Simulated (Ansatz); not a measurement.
**B₂H₂OZn: basis-set convergence**

Aim: see how fast density functionals converge with the basis set for B₂H₂OZn.

Computed with Ansatz 0.2.0, Gaussian basis. Level: one geometry, several basis sets.

The runs, in order: PBE0-D4/def2-SVP; ωB97M-V/def2-SVP; PBE0-D4/def2-QZVPP; ωB97M-V/def2-QZVPP; the functionals' def2-TZVPP values are taken from earlier runs.

### 1 Structure used throughout

An earlier PBE0-D4 in a triple-zeta def2 set relaxation fixed the geometry.

6 atoms, charge 0, spin multiplicity 1.

Atoms are counted from 1 here; the program's logs count them from 0.

Bond lengths: B1–O2 1.387 Å, B1–Zn4 2.148 Å, B1–H5 1.197 Å, O2–B3 1.387 Å, B3–Zn4 2.148 Å, B3–H6 1.197 Å. Angles: O2–B1–Zn4 83.3°, O2–B1–H5 117.8°, Zn4–B1–H5 158.8°, B1–O2–B3 123.8°, O2–B3–Zn4 83.3°, O2–B3–H6 117.8°, Zn4–B3–H6 158.8°, B1–Zn4–B3 69.5°.

### 2 PBE0-D4 in def2-SVP

in.yaml reads:

```yaml
crystal:
  periodic: [false, false, false]
  atoms:
    - {symbol: B, position_ang: [-0.627193, 0.542081, -0.897440]}
    - {symbol: O, position_ang: [0.285908, 0.514741, 0.146410]}
    - {symbol: B, position_ang: [0.606465, -0.629057, 0.862721]}
    - {symbol: Zn, position_ang: [-0.811102, -1.552412, -0.460116]}
    - {symbol: H, position_ang: [-0.822298, 1.590105, -1.441754]}
    - {symbol: H, position_ang: [1.410420, -0.529459, 1.743878]}
basis:
  gaussian: {orbitals: def2-SVP}
hamiltonian: {xc: pbe0, dispersion: d4}
output: {orbitals: {seedname: orbitals}}
```

On the command line:

```console
$ ansatz run in.yaml --threads 2 --pin off --events-out ev --progress --plain --max-ram 4352MiB
```

The runs that follow: ωB97M-V in def2-SVP; PBE0-D4 in def2-QZVPP; ωB97M-V in def2-QZVPP.

Q: Predict the results of all the runs planned. Wanted: PBE0-D4: double and triple zeta above quadruple; ωB97M-V: double and triple zeta above quadruple.

As calculated:

| quantity | value |
| --- | --- |
| PBE0-D4: double and triple zeta above quadruple | 12.23, 1.36 eV |
| ωB97M-V: double and triple zeta above quadruple | 12.29, 1.31 eV |

PBE0-D4 gains 10.87 eV from double to triple zeta, then 1.36 eV more. These are total energies; as a rule much of such shifts cancels in differences, which this series doesn't test.
